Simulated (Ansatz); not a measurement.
# CH7ClGeO2Si: one species, many methods

Aim: compute CH7ClGeO2Si with functionals from several rungs and with coupled cluster, and see how far each lands from CCSD(T) at the basis-set limit for the atomisation energy.

Computed with Ansatz 0.2.0, Gaussian basis. Level: functionals in def2-TZVPP, the program's frozen cores in correlated methods.

The runs, in order: PBE-D4, r2SCAN-D4, PBE0-D4, B3LYP-D4, ωB97X-V, ωB97M-V, B2PLYP; CCSD(T)/def2-TZVPP; MP2/def2-QZVPP; extrapolation to the limit.

### Step 1. The geometry

All runs share one geometry, relaxed beforehand with PBE0-D4 in a triple-zeta def2 set.

SMILES `C[O][Ge]([OH])([SiH3])[Cl]`, 13 atoms, charge 0, spin multiplicity 1.

Atoms are counted from 1 here; the program's logs count them from 0.

Bond lengths: C1–O2 1.411 Å, C1–H7 1.092 Å, C1–H8 1.095 Å, C1–H9 1.097 Å, O2–Ge3 1.767 Å, Ge3–O4 1.759 Å, Ge3–Si5 2.382 Å, Ge3–Cl6 2.172 Å, O4–H10 0.962 Å, Si5–H11 1.482 Å, Si5–H12 1.484 Å, Si5–H13 1.483 Å. Angles: O2–C1–H7 107.6°, O2–C1–H8 111.8°, O2–C1–H9 112.0°, H7–C1–H8 108.7°, H7–C1–H9 108.2°, H8–C1–H9 108.5°, C1–O2–Ge3 121.2°, O2–Ge3–O4 104.5°, O2–Ge3–Si5 116.8°, O2–Ge3–Cl6 105.9°, O4–Ge3–Si5 110.4°, O4–Ge3–Cl6 109.7°, Si5–Ge3–Cl6 109.3°, Ge3–O4–H10 112.1°, Ge3–Si5–H11 108.3°, Ge3–Si5–H12 107.5°, Ge3–Si5–H13 109.1°, H11–Si5–H12 110.5° and more.

### Step 2. PBE-D4 (GGA)

in.yaml reads:

```yaml
crystal:
  periodic: [false, false, false]
  atoms:
    - {symbol: C, position_ang: [-0.021822, -1.789824, 1.214718]}
    - {symbol: O, position_ang: [-0.607276, -0.505541, 1.204680]}
    - {symbol: Ge, position_ang: [0.094617, 0.812779, 0.259578]}
    - {symbol: O, position_ang: [-0.713958, 2.258531, 0.849793]}
    - {symbol: Si, position_ang: [-0.104694, 0.658534, -2.108844]}
    - {symbol: Cl, position_ang: [2.197131, 0.878623, 0.801358]}
    - {symbol: H, position_ang: [-0.602579, -2.411227, 1.898955]}
    - {symbol: H, position_ang: [1.015836, -1.761020, 1.562968]}
    - {symbol: H, position_ang: [-0.044167, -2.259408, 0.223546]}
    - {symbol: H, position_ang: [-0.804455, 2.257427, 1.807516]}
    - {symbol: H, position_ang: [0.607442, 1.809588, -2.712168]}
    - {symbol: H, position_ang: [0.525424, -0.618067, -2.526667]}
    - {symbol: H, position_ang: [-1.541492, 0.669595, -2.475433]}
basis:
  gaussian: {orbitals: def2-TZVPP}
hamiltonian: {xc: pbe, dispersion: d4}
output: {forces: true, orbitals: {seedname: orbitals}}
```

Launch:

```bash
$ ansatz run in.yaml --threads 2 --pin off --events-out ev --progress --plain --max-ram 32768MiB --backend cuda --devices 0, --max-vram 18GiB
```

The runs that follow: r2SCAN-D4 (meta-GGA); PBE0-D4 (hybrid); B3LYP-D4 (hybrid); ωB97X-V (range-separated); ωB97M-V (range-separated); B2PLYP (double hybrid); CCSD(T) in def2-TZVPP; MP2 in def2-QZVPP.

Before running them: what should the planned runs give, taken together? Wanted: atomisation energy, CCSD(T)/CBS; farthest; mean size of error, hybrid; mean size of error, range-separated; gap, smallest and largest; T1 diagnostic; triples share of the correlation energy.

As calculated:

| quantity | value |
| --- | --- |
| atomisation energy, CCSD(T)/CBS | 46.062 eV |
| functionals within 0.461 eV (1.0 %) | PBE-D4, r2SCAN-D4, ωB97X-V, ωB97M-V |
| farthest | B2PLYP (-0.865 eV) |
| mean size of error, hybrid | 0.507 eV |
| mean size of error, range-separated | 0.139 eV |
| gap, smallest and largest | 5.28 eV (PBE-D4), 12.09 eV (ωB97X-V) |
| T1 diagnostic | 0.0121 |
| triples share of the correlation energy | 3.7 % |

**Reading.** PBE-D4 is off by +0.286 eV. Double hybrids carry the basis error of their MP2 part in triple zeta, and no dispersion term here, so their miss is partly the set-up's. Misses under about 0.461 eV are within the doubt on the reference itself, which lacks core-valence correlation, relativity and higher excitations, and its outer-core shells are covered unevenly. Hartree-Fock recovers 71 % of the binding; the rest is correlation. Orbital gaps span 5.3 to 12.1 eV; exact exchange widens them. Correlated methods include outer-core shells of Ge, which these sets cover unevenly.
